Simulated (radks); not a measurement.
# Cu³⁺ in [Ar] 3d8: an all-electron calculation

The task here is to estimate one member of a computed series from the others.

Program: radks (a radial shooting solver on a logarithmic mesh, Libxc functionals) version 1. Level of theory: Dirac Kohn-Sham, BP86, spin-unpolarised, spherical densities, finite nucleus; open shells are shared between the two j in proportion to 2j + 1. These are calculated values, not measurements, unless marked.

## Starting point

| Property | Result |
| --- | --- |
| element | copper (Z = 29) |
| charge | +3 |
| electrons | 26 |
| configuration | [Ar] 3d8 |
| nuclear rms radius | 3.8823 fm |

The outer shells:

Cu³⁺
```
[Ar] core
3d [↑↓][↑↓][↑↓][↑ ][↑ ]
```

The first run:

The run's settings:

```text
Z 29
configuration [Ar] 3d8
relativity Dirac
functional b88,p86
spin unpolarised
j_filling average
nucleus finite rms 3.8823 fm
c 137.035999084
```

Steps of the session up to this table: Self-consistent calculation.

One table of the session follows, with a row left open; its other results are not shown here.

It belongs to the step «Shells». Radial moments (bohr):

| level | <r> | outermost maximum (interpolated) | 90 % within | nodes |
| --- | --- | --- | --- | --- |
| 1s1/2 | 0.05212 | 0.0341 | 0.0931 | 0 |
| 2s1/2 | 0.2350 | 0.197 | 0.364 | 1 |
| 2p1/2 | 0.2041 | 0.156 | 0.335 | 0 |
| 2p3/2 | 0.2075 | 0.159 | 0.339 | 0 |
| 3s1/2 | ? | ? | ? | ? |
| 3p1/2 | 0.7299 | 0.611 | 1.12 | 1 |
| 3p3/2 | 0.7398 | 0.619 | 1.14 | 1 |
| 3d3/2 | 0.8523 | 0.586 | 1.44 | 0 |
| 3d5/2 | 0.8567 | 0.588 | 1.45 | 0 |

**Question.** Estimate the row for 3s1/2.

As computed: <r>: 0.7053; outermost maximum (interpolated): 0.612; 90 % within: 1.06; nodes: 2. In the column «<r>» it lies between 2s1/2 (0.2350) and 3p1/2 (0.7299).

To keep in mind: Spin polarisation and multiplet splitting are left out.
